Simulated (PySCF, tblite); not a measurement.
# CH8N2OSi2: geometry, infrared bands and NMR shifts

Aim: predict the infrared bands and NMR shifts of CH8N2OSi2 (`N[SiH2][SiH2]NC=O`).

The runs use tblite 0.8.0 and PySCF 2.14.0, with density-fitted response routines of our own; the level of theory stands in each step. All values are computed, except where a source is named. Atoms are numbered from 0 throughout.

### Step 1. The starting structure

14 atoms, charge 0, multiplicity 1; geometry from: force field or distance geometry start.

Bonds of the start (Å): N0–Si1 1.76, Si1–Si2 2.25, Si2–N3 1.78, N3–C4 1.44, C4–O5 1.24, N0–H6 1.04, N0–H7 1.03, Si1–H8 1.46, Si1–H9 1.47, Si2–H10 1.46, Si2–H11 1.47, N3–H12 1.01, C4–H13 1.09.

### Step 2. Optimising the geometry with GFN2-xTB

The job: settings as JSON, then the geometry in Å.

```
{"job": {"kind": "relax", "xc": "GFN2-xTB", "basis": "xTB"}, "charge": 0, "multiplicity": 1}
N     -2.326000     0.708600    -0.842300
Si    -1.463900     0.009900     0.522500
Si     0.322200    -1.049500    -0.344200
N      1.634000     0.153600    -0.464600
C      2.514500     0.271900     0.666600
O      2.413600    -0.397600     1.703000
H     -3.316600     0.425400    -0.949600
H     -2.127000     1.703900    -1.001800
H     -2.251500    -0.952900     1.284200
H     -1.033200     1.121900     1.388700
H      0.692100    -2.223800     0.445100
H     -0.103800    -1.495800    -1.683100
H      1.731200     0.715700    -1.303300
H      3.313700     1.008200     0.556700
```

Run with:

```sh
$ OMP_NUM_THREADS=1 python probes_run.py task.json out
```

This one command runs all jobs of the session in turn.

**Question.** This job is followed by: GFN2-xTB harmonic vibrations, gas phase; GIAO PBE0/pcSseg-1 NMR shielding, non-relativistic, gas phase. Predict these results of the whole session: strongest single infrared mode (GFN2-xTB); zero-point energy (GFN2-xTB); ¹³C shifts against TMS (PBE0/pcSseg-1); ¹H shifts against TMS (PBE0/pcSseg-1, means over atoms taken as alike); ¹⁵N shifts against NH3 (PBE0/pcSseg-1); ²⁹Si shifts against TMS (PBE0/pcSseg-1); ¹⁷O shifts against H2O (PBE0/pcSseg-1).

As calculated:

```
                                                              quantity                              value
                             strongest single infrared mode (GFN2-xTB)              1732 cm⁻¹, 453 km/mol
                                          zero-point energy (GFN2-xTB)                      58.8 kcal/mol
                                ¹³C shifts against TMS (PBE0/pcSseg-1)                          167.8 ppm
¹H shifts against TMS (PBE0/pcSseg-1, means over atoms taken as alike)  8.22, 5.37, 4.60, 4.24, -0.29 ppm
                                ¹⁵N shifts against NH3 (PBE0/pcSseg-1)                    123.2, 16.6 ppm
                               ²⁹Si shifts against TMS (PBE0/pcSseg-1)                   -64.2, -73.3 ppm
                                ¹⁷O shifts against H2O (PBE0/pcSseg-1)                          410.2 ppm
```

Relaxing lowered the energy by 0.814 eV in 211 steps; the close pair that moved most is N3–C4, from 1.438 to 1.333 Å. All 36 modes are real, so the xTB geometry is a minimum. The strongest single mode, at 1732 cm⁻¹, moves mainly C4 and O5. Unscaled tight-binding wavenumbers are off by several per cent, some by more. Its intensities can rank the bands wrongly. At PBE0/pcSseg-1: Shielding is most anisotropic at O5 (span 666 ppm, paramagnetic term -478 ppm).
